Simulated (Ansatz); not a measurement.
**UCCSD(T)/STO-3G run of GaHCl (SMILES [Cl][GaH])**

What is the vertical doublet–quartet gap of GaHCl at UCCSD(T)/STO-3G? 

The calculation is run with Ansatz 0.2.0.

99 further runs of the same task are left out: 46 that didn't finish, 53 set aside as unsound or not needed.

## 1. Starting point

The species is GaHCl (3 atoms), meant as a doublet with charge 0. SMILES: `[Cl][GaH]`. Geometry: relaxed at PBE0-D4/def2-TZVP.

Bond lengths: Cl1–Ga2 2.168 Å, Ga2–H3 1.604 Å. Angles: Cl1–Ga2–H3 115.5°.

## 2. A single-point energy at UCCSD(T)/STO-3G

in.yaml reads:

```yaml
crystal:
  periodic: [false, false, false]
  atoms:
    - {symbol: Cl, position_ang: [1.530700, -0.191300, 0.805700]}
    - {symbol: Ga, position_ang: [-0.331100, -0.583500, -0.232800]}
    - {symbol: H, position_ang: [-1.210500, 0.710000, -0.586300]}
basis:
  gaussian:
    orbitals: STO-3G
magnetization:
  spin_polarized: true
  initial_magnetization: 1
correlation:
  method: ccsd_t
  frozen_orbitals: {Cl: 5, Ga: 9, H: 0}
accuracy: high
scf:
  omitted_lower_state_checks: [cluster_reference, increment]
```

Launch:

```
$ ansatz run in.yaml --threads 1 --pin off --max-ram 2610MiB --events-out events.jsonl --progress --plain --runs-dir runs
```

What it wrote:

```text
Warning: RAYON_NUM_THREADS=1 ignored (pool sized by the plan → 1); use --threads N
[... 19 lines left out ...]
14 core orbitals not correlated: weight in the atoms' cores, before any rotation towards them, 0.999 or more for the frozen orbitals, at most 0.001 for the correlated occupied ones
[... 202 lines left out ...]
Total energy: -64115.71373617 eV, -2356.2090206126 hartree
Checks for a lower state left out: cluster_reference, increment
```

It took 4.5 s on 1 thread of Arm Neoverse V1, shared host; peak memory 0.096 GiB.

## 3. The quartet at the same level

run.yaml reads:

```yaml
crystal:
  periodic: [false, false, false]
  atoms:
    - {symbol: Cl, position_ang: [1.530700, -0.191300, 0.805700]}
    - {symbol: Ga, position_ang: [-0.331100, -0.583500, -0.232800]}
    - {symbol: H, position_ang: [-1.210500, 0.710000, -0.586300]}
basis:
  gaussian:
    orbitals: STO-3G
magnetization:
  spin_polarized: true
  initial_magnetization: 3
correlation:
  method: ccsd_t
  frozen_orbitals: {Cl: 5, Ga: 9, H: 0}
accuracy: high
scf:
  omitted_lower_state_checks: [cluster_reference, increment]
```

Launch:

```
$ ansatz run run.yaml --threads 1 --pin off --max-ram 2610MiB --events-out events.jsonl --progress --plain --runs-dir runs
```

What it wrote, shortened:

```text
Warning: RAYON_NUM_THREADS=1 ignored (pool sized by the plan → 1); use --threads N
Functional definition: HF
  name "HF"
[...]
397 factors; integrals over basis functions are off by at most 3.6e-8 eV
[...]
mean field -64114.22638708 eV, -2356.1543615415 hartree, gradient 1.7e-8 eV, S^2 3.754955; 15 other end points of the search recorded, 0 dependent functions left out
14 core orbitals not correlated: weight in the atoms' cores, before any rotation towards them, 0.999 or more for the frozen orbitals, at most 0.001 for the correlated occupied ones
reference -64114.22638708 eV, -2356.1543615415 hartree; 12, 9 occupied and 2, 5 virtual orbitals, 397 factors
second order -0.62754411 eV of doubles, -0.00000000 eV of singles
cycle   1  -0.81552146 eV  change   -1.9e-1 eV  update   5.0e-2
[...]
cycle  47  -0.96294799 eV  change  -2.6e-10 eV  update   1.6e-9
perturbative correction -0.02020451 eV, -0.0007425019 hartree
Total energy: -64115.20953957 eV, -2356.1904917293 hartree
Checks for a lower state left out: cluster_reference, increment
```

Wall time 2.2 s (1 thread of Arm Neoverse V1, shared host).

## 4. What came out

At UCCSD(T)/STO-3G, 14 core orbitals frozen:

```
                                             quantity           value
                                doublet: total energy  -2356.20902 Eh
doublet: correlation energy (14 core orbitals frozen)       -48.4 mEh
                              doublet: (T) correction       -1.59 mEh
           doublet: ⟨S²⟩ of the reference determinant           1.178
                               doublet: T1 diagnostic           0.129
                                quartet: total energy  -2356.19049 Eh
quartet: correlation energy (14 core orbitals frozen)       -36.1 mEh
                              quartet: (T) correction       -0.74 mEh
           quartet: ⟨S²⟩ of the reference determinant           3.755
                               quartet: T1 diagnostic           0.010
     vertical energy of the quartet above the doublet        0.504 eV
```

What this shows: At this shape the quartet lies 0.50 eV (48.6 kJ/mol) above the doublet. In a minimal basis such a difference can be off by several eV, whatever the method. ⟨S²⟩ (doublet) is 1.18 where a pure doublet has 0.75: the reference is spin-contaminated. The T1 diagnostic (doublet) of 0.129 is above the customary mark for such species, so a single reference may not serve. The triples (doublet) make up 3.3 % of the correlation energy. The triples (quartet) make up 2.1 % of the correlation energy.
